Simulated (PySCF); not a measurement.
# ClGeH5OSi: the cost of one run

Computed with PySCF 2.14.0, with density-fitted response routines of our own, on a single molecule in the gas phase. Atoms count from 0, in the outputs and in this text.

## 1. Starting geometry

9 atoms, charge 0, multiplicity 1; geometry from: GFN2-xTB. The atoms were then displaced at random by about 0.01 Å, so the start is not that level's minimum.

Bonds of the start (Å): Cl0–Si1 1.98, Si1–O2 1.63, O2–Ge3 1.69, Si1–H4 1.45, Si1–H5 1.45, Ge3–H6 1.50, Ge3–H7 1.50, Ge3–H8 1.48.

## 2. Relaxing the molecule at PBE0-D3(BJ)/def2-SVP

The job: settings as JSON, then the geometry in Å.

```
{"job": {"xc": "PBE0", "basis": "def2-SVP", "d3": "d3bj", "grid": 1, "shake": 0.01, "kind": "geom"}, "charge": 0, "multiplicity": 1}
Cl     1.519960     2.023380    -0.360260
Si     1.587500     0.067220    -0.046170
O      0.088240    -0.505830     0.230860
Ge    -1.576570    -0.243270     0.072600
H      2.330820    -0.198800     1.169580
H      2.097070    -0.570300    -1.249110
H     -1.892780     1.129930     0.585470
H     -2.163700    -1.327020     0.924100
H     -1.932720    -0.392470    -1.360800
```

Run with:

```console
$ OMP_NUM_THREADS=1 python probes_run.py task.json out
```

One launch serves the whole session: the jobs run in the order shown.

Q: Estimate the wall time and peak memory of this first job on 1 thread of Arm Neoverse V2, shared host.

About 50 s, with a peak of 0.43 GiB.
